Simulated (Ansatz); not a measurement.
Predict the output of the script below (the Python package of Ansatz (0.2.0)).

`run_energy.py`:
```python
import warnings

import ansatz

warnings.simplefilter("ignore", ansatz.DeckWarning)

geometry_ang = [
    ("C", [-1.1945, -0.4475, 0.2789]),
    ("B", [0.0202, 0.178, -0.5221]),
    ("S", [1.5521, -0.2447, 0.3761]),
    ("Cl", [0.1668, -0.5402, -2.2277]),
    ("Cl", [-0.1163, 2.0182, -0.6747]),
    ("H", [-1.1614, -1.4907, 0.3506]),
    ("H", [-1.2645, 0.0391, 1.2894]),
    ("H", [-2.137, -0.1334, -0.2862]),
    ("H", [1.5513, 0.3181, 1.6879]),
    ("H", [2.6664, 0.2521, -0.2692]),
]
mol = ansatz.Crystal.molecule()
for symbol, xyz in geometry_ang:
    mol = mol.atom(symbol, xyz)

model = mol.calculation().basis(gaussian="def2-SVP").correlation("mp2")
print(model.to_yaml())
out = model.run(threads=1)
report = out.report

for key in ("converged", "free_energy_ev", "reference_energy_ev", "n_frozen", "n_occupied", "n_virtual"):
    print(f"{key:22s} {report[key]}")

print("correlation energy", round(report["free_energy_ev"] - report["reference_energy_ev"], 5), "eV")
cluster = report["correlation"].get("coupled_cluster")
if cluster:
    print("cycles", cluster["cycles"], " T1 diagnostic", round(cluster["t1_diagnostic"], 4), " largest double", round(cluster["largest_double"], 4))

field = report["mean_field"]
print("<S^2> =", round(abs(field["state"]["spin_squared"]), 4), " all-electron relativity setting:", field["relativity"])
print("passes:", field["passes"])
if "symmetry" in field:
    print("occupied orbitals by irrep:", field["symmetry"]["occupied"])
```

`python run_energy.py` gives:
```text
crystal:
  periodic: [false, false, false]
  atoms:
    - { symbol: C, position_ang: [-1.1945, -0.4475, 0.2789] }
    - { symbol: B, position_ang: [0.0202, 0.178, -0.5221] }
    - { symbol: S, position_ang: [1.5521, -0.2447, 0.3761] }
    - { symbol: Cl, position_ang: [0.1668, -0.5402, -2.2277] }
    - { symbol: Cl, position_ang: [-0.1163, 2.0182, -0.6747] }
    - { symbol: H, position_ang: [-1.1614, -1.4907, 0.3506] }
    - { symbol: H, position_ang: [-1.2645, 0.0391, 1.2894] }
    - { symbol: H, position_ang: [-2.137, -0.1334, -0.2862] }
    - { symbol: H, position_ang: [1.5513, 0.3181, 1.6879] }
    - { symbol: H, position_ang: [2.6664, 0.2521, -0.2692] }
basis:
  gaussian:
    orbitals: def2-SVP
correlation:
  method: mp2

converged              True
free_energy_ev         -37612.55783183805
reference_energy_ev    -37594.708729281876
n_frozen               17
n_occupied             [16, 16]
n_virtual              [74, 74]
correlation energy -17.8491 eV
<S^2> = 0.0  all-electron relativity setting: none
passes: {'evaluations': 12, 'products': 38}
occupied orbitals by irrep: [{'A': 33}, {'A': 33}]
```

Total energies depend on the basis set; only differences at equal settings carry meaning. The geometry is a force-field or estimated start, not a minimum of this method, and the basis set is short of its limit. Inner cores stay frozen, so this is valence correlation. S² is that of the Hartree-Fock reference. Run time: 2.5 s on 1 thread of Arm Neoverse V1, with other jobs on the host, peak memory 0.26 GiB.
